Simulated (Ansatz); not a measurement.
Working through cell relaxations under several functionals of AlFe3B, space group Pm-3m

With Ansatz 0.2.0, Python API.

Typed at the interpreter:
```pycon
>>> import ansatz as az
>>> import numpy as np
>>> KGRID = (6, 6, 6)
>>> FILLING = "fermi_dirac"
>>> WIDTH_EV = 0.05
>>> def edges_and_angles(cell):
...     cell = np.asarray(cell)
...     a, b, c = np.linalg.norm(cell, axis=1)
...     cosines = cell[1] @ cell[2] / (b * c), cell[0] @ cell[2] / (a * c), cell[0] @ cell[1] / (a * b)
...     return (a, b, c, *np.degrees(np.arccos(cosines)))
...
>>> alfe3b = (
...     az.Lattice.from_parameters(3.822322, 3.822322, 3.822322, alpha=90.0, beta=90.0, gamma=90.0)
...     .atom("Al", (0.5, 0.5, 0.5))
...     .atom("Fe", (0.5, 0.0, 0.0))
...     .atom("Fe", (0.0, 0.5, 0.0))
...     .atom("Fe", (0.0, 0.0, 0.5))
...     .atom("B", (0.0, 0.0, 0.0))
...     .moments(Fe=3.5)
... )
>>> job = (
...     alfe3b.calculation()
...     .kpoints(*KGRID, center="gamma")
...     .occupations(FILLING, width=WIDTH_EV)  # fractional filling near the Fermi level
...     .spin("collinear")
...     .relax(cell=True)
... )
>>> levels = [("rpbe", "none"), ("lda", "none"), ("pbe", "d4")]
>>> print("level            a       b       c    alpha   beta  gamma  V/atom  steps")
level            a       b       c    alpha   beta  gamma  V/atom  steps
>>> for name, dispersion in levels:
...     seen = []
...     run = job.functional(name, dispersion=dispersion).session().plan()
...     result = run.execute(on_event=lambda e: seen.append(e) if e["event"] == "relax_step" else None)
...     cell = result.lattice.cell_ang
...     label = name if dispersion == "none" else f"{name}+{dispersion}"
...     print("{:13s} {:7.4f} {:7.4f} {:7.4f} {:6.2f} {:6.2f} {:6.2f}".format(label, *edges_and_angles(cell)), f"{abs(np.linalg.det(cell)) / len(result.lattice.sites):7.3f} {len(seen):5d}")
...
DeckWarning: basis.ecutwfc = 420 eV, auto-derived from the records' recommended cutoffs: set by Al (normal level)
rpbe           3.8439  3.8439  3.8439  90.00  90.00  90.00  11.359     4
lda            3.7285  3.7285  3.7285  90.00  90.00  90.00  10.366     7
pbe+d4         3.7812  3.7812  3.7812  90.00  90.00  90.00  10.812     5
```

From smallest to largest: LDA (10.37 Å³ an atom, -7.2 % against the start), PBE+D4 (10.81 Å³ an atom, -3.2 % against the start) and RPBE (11.36 Å³ an atom, +1.7 % against the start). The spread is 9.6 % in volume.

The magnetic order follows from the starting moments and needn't be the lowest. Forces vanish by symmetry, so the ions can't move, and the end may be a saddle. Dispersion corrections can be off by several per cent in the lattices of metals, and by several GPa in the pressure at a fixed cell. The mesh is modest for a metal, so energies can be off by several to tens of meV an atom and pressures by half a GPa or more; differences at equal mesh fare better. The structure comes from a database of computed cells and needn't be a stable or known phase. Warnings are shown shortened and without file and line. The whole script took 86 s on 1 thread of Arm Neoverse V2, on a shared host, peak memory 0.44 GiB.
